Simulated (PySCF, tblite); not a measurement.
# C3H4AlClO3: geometry, infrared bands and NMR shifts

Wanted: the infrared bands and NMR shifts of C3H4AlClO3 (`ClC1=COC=[O+][AlH2-][O]1`), by calculation.

Computed with tblite 0.8.0 and PySCF 2.14.0, with density-fitted response routines of our own, on a single molecule in the gas phase. Atoms are numbered from 0 throughout.

**1. Starting geometry**

12 atoms, charge 0, multiplicity 1; geometry from: force field or distance geometry start.

Bonds of the start (Å): Cl0–C1 1.76, C1–C2 1.34, C2–O3 1.41, O3–C4 1.40, C4–O5 1.26, O5–Al6 1.84, Al6–O7 1.85, O7–C1 1.39, C2–H8 1.08, C4–H9 1.08, Al6–H10 1.60, Al6–H11 1.60.

**2. Optimising the geometry with GFN2-xTB**

The job: settings as JSON, then the geometry in Å.

```
{"job": {"kind": "relax", "xc": "GFN2-xTB", "basis": "xTB"}, "charge": 0, "multiplicity": 1}
Cl     3.027600    -0.743000    -1.266700
C      1.477000    -0.351100    -0.522300
C      1.298600     0.905800    -0.085100
O      0.123800     1.421900     0.501500
C     -1.162500     1.333800    -0.036100
O     -1.808200     0.250300    -0.129400
Al    -1.092100    -1.351000     0.430800
O      0.572600    -1.403100    -0.377100
H      2.123000     1.597200    -0.177000
H     -1.646900     2.248200    -0.358900
H     -0.907100    -1.322500     2.018000
H     -2.004700    -2.587200    -0.023700
```

Started as:

```sh
$ OMP_NUM_THREADS=1 python probes_run.py task.json out
```

The driver reads the jobs from task.json and runs them one after another.

**Question.** This job is followed by: GFN2-xTB harmonic vibrations, gas phase; GIAO PBE0/pcSseg-1 NMR shielding, non-relativistic, gas phase. Predict these results of the whole session: strongest single infrared mode (GFN2-xTB); zero-point energy (GFN2-xTB); ¹³C shifts against TMS (PBE0/pcSseg-1); ¹H shifts against TMS (PBE0/pcSseg-1, means over atoms taken as alike); ³⁵Cl shifts against HCl (PBE0/pcSseg-1); ¹⁷O shifts against H2O (PBE0/pcSseg-1); ²⁷Al shifts against AlH4- (PBE0/pcSseg-1).

**Answer**, as computed:

```
                                                              quantity                    value
                             strongest single infrared mode (GFN2-xTB)     763 cm⁻¹, 490 km/mol
                                          zero-point energy (GFN2-xTB)            39.5 kcal/mol
                                ¹³C shifts against TMS (PBE0/pcSseg-1)  168.1, 158.4, 117.7 ppm
¹H shifts against TMS (PBE0/pcSseg-1, means over atoms taken as alike)     7.98, 6.22, 3.80 ppm
                               ³⁵Cl shifts against HCl (PBE0/pcSseg-1)                  290 ppm
                                ¹⁷O shifts against H2O (PBE0/pcSseg-1)  326.8, 266.1, 214.0 ppm
                             ²⁷Al shifts against AlH4- (PBE0/pcSseg-1)                 47.0 ppm
```

The optimisation took 59 steps and gained 1.763 eV; among the close pairs (by a distance rule), C1–O7 changed most, from 1.395 to 1.279 Å. All 30 modes are real, so the xTB geometry is a minimum. The strongest single mode, at 763 cm⁻¹, moves mainly H11 and H10. Unscaled tight-binding wavenumbers are off by several per cent, some by more. Its intensities can rank the bands wrongly. At PBE0/pcSseg-1: Shielding is most anisotropic at Cl0 (span 589 ppm, paramagnetic term -486 ppm).
